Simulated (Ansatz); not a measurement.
# TaN: the cost of one run

All numbers are computed with the Python package of Ansatz 0.2.0. Level of theory: DFT PBE, plane waves, PAW.

**1. The structure**

The structure is cubic, space group Fm-3m (No. 225). The conventional cell has a = 4.358 Å, b = 4.358 Å, c = 4.358 Å, α = 90.00°, β = 90.00°, γ = 90.00°. Ta (site symmetry m-3m) is surrounded by 6 N at 2.18 Å. N (site symmetry m-3m) is surrounded by 6 Ta at 2.18 Å.

The script holds or builds the structure itself.

**2. The code**

Contents of vcrelax.py:

```python
"""Cell relaxation of TaN."""

import warnings

import ansatz as az
from ase import Atoms
from ase.io import write
from ase.neighborlist import neighbor_list
import matplotlib.pyplot as plt
import numpy as np

def edges_and_angles(cell):
    cell = np.asarray(cell)
    a, b, c = np.linalg.norm(cell, axis=1)
    cosines = cell[1] @ cell[2] / (b * c), cell[0] @ cell[2] / (a * c), cell[0] @ cell[1] / (a * b)
    return (a, b, c, *np.degrees(np.arccos(cosines)))

warnings.simplefilter("ignore", az.DeckWarning)

xtal = (
    az.Lattice.from_parameters(3.081571, 3.081571, 3.081571, alpha=60.0, beta=60.0, gamma=60.0)
    .atom("Ta", [0.5, 0.5, 0.5])
    .atom("N", [0.0, 0.0, 0.0])
)

# a pressure is positive in compression
job = xtal.calculation()
job = job.occupations(az.OccupationsMethod.GAUSSIAN, width=0.02).scf(tolerance=1e-05)
job = job.kpoints(8, 8, 8, center="monkhorst-pack").functional("pbe")
job = job.basis(260, xc_grid=2).relax(force_tolerance=0.001, pressure=10, stress_tolerance=0.05)
steps = []


def collect(event):
    if event["event"] == "relax_step":
        steps.append(event["data"])


result = job.session().plan().execute(on_event=collect)
r = result.report
print("step   energy (eV)     max comp. (eV/A)   P (GPa)  SCF")
for s in steps:
    print(f"{s['step']:4d} {s['lagrangian_ev']:15.5f} {s['allowed_force_max_ev_ang']:12.4f} {s['pressure_gpa']:10.3f} {s['n_scf']:5d}")

first, last = steps[0], steps[-1]
symbols = [site.symbol for site in result.lattice.sites]
print(f"energy gained {first['lagrangian_ev'] - last['lagrangian_ev']:.4f} eV in {len(steps) - 1} steps")
for label, vectors in (("before", first["cell_ang"]), ("after", result.lattice.cell_ang)):
    print(label, "a b c (A) {:.4f} {:.4f} {:.4f}  angles {:.2f} {:.2f} {:.2f}".format(*edges_and_angles(vectors)), f" V = {abs(np.linalg.det(vectors)):.3f} A^3")
print("final stress xx yy zz (GPa, compression positive):", np.round(np.diag(r["stress_gpa"]), 3) + 0.0)

print("relaxed fractional positions")
for site in result.lattice.sites:
    print(f"  {site.symbol:2s}", " ".join(f"{v % 1:8.5f}" for v in np.round(site.position_frac, 5)))

fig, (top, bottom) = plt.subplots(2, 1, sharex=True, figsize=(4.5, 4))
top.plot([s["lagrangian_ev"] - last["lagrangian_ev"] for s in steps], "o-")
top.set_ylabel("E - E(final) (eV)")
bottom.semilogy([max(s["allowed_force_max_ev_ang"], 1e-6) for s in steps], "s-")
bottom.set(xlabel="step", ylabel="largest force (eV/A)")
fig.tight_layout()
fig.savefig("relax.png", dpi=100)

final = Atoms(symbols, positions=last["positions_ang"], cell=result.lattice.cell_ang, pbc=True)
i, j, d = neighbor_list("ijd", final, 4.5)
print("neighbours within 1.15 times the shortest distance of each atom (A)")
for atom in range(len(final)):
    near = [m for m in np.argsort(d) if i[m] == atom]
    shell = [m for m in near if d[m] < 1.15 * d[near[0]]]
    print(f"{symbols[atom]}{atom} ({len(shell)}):", ", ".join(f"{symbols[j[m]]} {d[m]:.3f}" for m in shell))

relaxed = Atoms(symbols, positions=[site.position_ang for site in result.lattice.sites], cell=result.lattice.cell_ang, pbc=True)
write("relaxed.vasp", relaxed, format="vasp")

n_atoms = len(r["lattice"]["sites"])
print("F =", round(r["free_energy_ev"], 4), "eV for", n_atoms, "atoms")
print("E(sigma -> 0) =", round(r["energy_sigma0_ev"], 4), "eV, TS =", round(r["entropy_ts_ev"], 5), "eV")
print("closed by", r["closed_by"], "after", r["n_iterations"], "iterations")
```

**3. The run**

The run is started by

```
> python vcrelax.py
```

Q: Estimate wall time and peak memory on 1 thread of Arm Neoverse V1, shared host.

About 15 s, with a peak of 0.42 GiB.
